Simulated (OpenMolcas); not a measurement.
# ZrO2 (zirconia): HF/def2-SVP (core potential)

What is the vertical ionisation energy of ZrO2 (zirconia) at HF/def2-SVP (core potential)? 

Program for the calculation: OpenMolcas 26.06.

## (1) The structure to begin with

ZrO2 has 3 atoms, charge 0, and is taken as a singlet. SMILES: `[O]=[Zr]=[O]`. The coordinates come from a PBE0-D4/def2-TZVP relaxation.

Bond lengths: O1–Zr2 1.761 Å, Zr2–O3 1.761 Å. Angles: O1–Zr2–O3 107.9°.

## (2) Energy and gradient at HF/def2-SVP (core potential)

Input file job.inp:

```
&GATEWAY
  BASLIB = $CurrDir
  COORD
  3
  angstrom
  O        0.654500       1.252500       0.388400
  Zr       0.348500      -0.481700       0.351800
  O       -1.003000      -0.770800      -0.740100
  BASIS = def2-SVP
  GROUP = NoSym

&SEWARD

&SCF
  PRORBITALS = 1 1

&ALASKA
```

The basis set def2-SVP is read from a file made from the Basis Set Exchange's data (not shown).

Run with:

```
$ export MOLCAS_MEM=1860
$ pymolcas job.inp > job.log
```

Standard output:

```text
--- Start Module: gateway ---
[...]
--- Stop Module: gateway /rc=_RC_ALL_IS_WELL_ ---
[...]
      Basis functions           59
[...]
--- Start Module: scf ---
[...]
       Convergence after  14 Iterations
[...]
::    Total SCF energy                               -196.1244759596
[...]
      Total spin, S                                     0.0000000000
[...]
      Total electronic charge=   28.000000
      Total            charge=   -0.000000
[...]
      Dipole Moment (debye):
      Origin of the operator (angstrom)=    0.2113   -0.2921    0.2133
                   X=  4.7785E+00               Y= -6.6050E+00               Z=  4.8233E+00           Total=  9.4723E+00
      Quadrupole Moment (debye*angstrom):
[...]
--- Stop Module: scf /rc=_RC_ALL_IS_WELL_ ---
--- Start Module: alaska ---
[...]
 *              Molecular gradients               *
 **************************************************
  Irreducible representation: a
 ------------------------------------------------------------------------------------------
                              X                       Y                       Z
 ------------------------------------------------------------------------------------------
  O1               -4.53103629697305E-03    1.48549906971382E-02   -5.65797742536067E-03
  ZR2               1.56597054745822E-02   -2.16528083511021E-02    1.58074782106983E-02
  O3               -1.11286691776282E-02    6.79781765393495E-03   -1.01495007853316E-02
 ------------------------------------------------------------------------------------------
--- Stop Module: alaska /rc=_RC_ALL_IS_WELL_ ---
[...]
```

Wall time 2.9 s (1 thread of Arm Neoverse V2, shared host); peak memory 0.39 GiB.

## (3) The doublet cation

Input file job.inp:

```
* O2Zr Hartree-Fock

&gateway
 baslib=$CurrDir
 coord
 3
 angstrom
 O        0.654500       1.252500       0.388400
 Zr       0.348500      -0.481700       0.351800
 O       -1.003000      -0.770800      -0.740100
 basis=def2-SVP
 group=NoSym

&seward

&scf
 uhf
 charge=1
 spin=2
 prorbitals=1 1

&alaska
```

The basis set def2-SVP is read from a file made from the Basis Set Exchange's data (not shown).

Run with:

```
$ export MOLCAS_MEM=1860
$ pymolcas job.inp > job.log
```

Standard output:

```text
--- Start Module: gateway ---
[...]
--- Stop Module: gateway /rc=_RC_ALL_IS_WELL_ ---
[...]
      Basis functions           59
[...]
--- Start Module: scf ---
[...]
       Convergence after  24 Iterations
[...]
::    Total SCF energy                               -195.8502663277
[...]
      Total spin, S                                     0.6542434187
[...]
      Total electronic charge=   27.000000
      Total            charge=    1.000000
[...]
      Dipole Moment (debye):
      Origin of the operator (angstrom)=    0.2113   -0.2921    0.2133
                   X=  3.4834E+00               Y= -4.8145E+00               Z=  3.5160E+00           Total=  6.9047E+00
      Center of Charge (angstrom)
[...]
--- Stop Module: scf /rc=_RC_ALL_IS_WELL_ ---
[...]
--- Start Module: alaska ---
[...]
 *              Molecular gradients               *
 **************************************************
  Irreducible representation: a
 ------------------------------------------------------------------------------------------
                              X                       Y                       Z
 ------------------------------------------------------------------------------------------
  O1               -2.26536407740641E-03   -3.68031932688506E-02    2.75377443384728E-03
  ZR2              -2.61464704406693E-02    3.61515540490069E-02   -2.63930255788800E-02
  O3                2.84118345180886E-02    6.51639219840572E-04    2.36392511450374E-02
 ------------------------------------------------------------------------------------------
--- Stop Module: alaska /rc=_RC_ALL_IS_WELL_ ---
[...]
```

Run time: 3.9 s. Hardware: 1 thread of Arm Neoverse V2, shared host; peak memory 0.39 GiB.

## (4) Outcome

Level: HF/def2-SVP (core potential).

| quantity | value |
| --- | --- |
| singlet ZrO2: total energy | -196.12448 Eh |
| singlet ZrO2: dipole moment | 9.47 D |
| singlet ZrO2: HOMO energy | -10.40 eV |
| singlet ZrO2: LUMO energy | -1.12 eV |
| singlet ZrO2: HOMO–LUMO gap | 9.27 eV |
| singlet ZrO2: largest force on an atom | 1.597 eV/Å |
| doublet cation: total energy | -195.85027 Eh |
| doublet cation: HOMO energy (highest over α and β) | -16.43 eV |
| doublet cation: LUMO energy (lowest over α and β) | -6.08 eV |
| doublet cation: ⟨S²⟩ | 1.082 |
| doublet cation: largest force on an atom | 2.666 eV/Å |
| vertical ionisation energy (to the doublet cation) | 7.462 eV |

**Reading.** Removing an electron at fixed nuclei costs 7.46 eV (172 kcal/mol). The largest force (singlet ZrO2) is 1.60 eV/Å: the shape isn't a stationary point for this species at this level. −ε(HOMO) before ionisation, 10.40 eV, is 2.94 eV above this ionisation energy. Mulliken charges (singlet ZrO2) run from -0.61 on O1 to +1.21 on Zr2; they depend strongly on the basis. ⟨S²⟩ (doublet cation) is 1.08 where a pure doublet has 0.75: the reference is spin-contaminated.
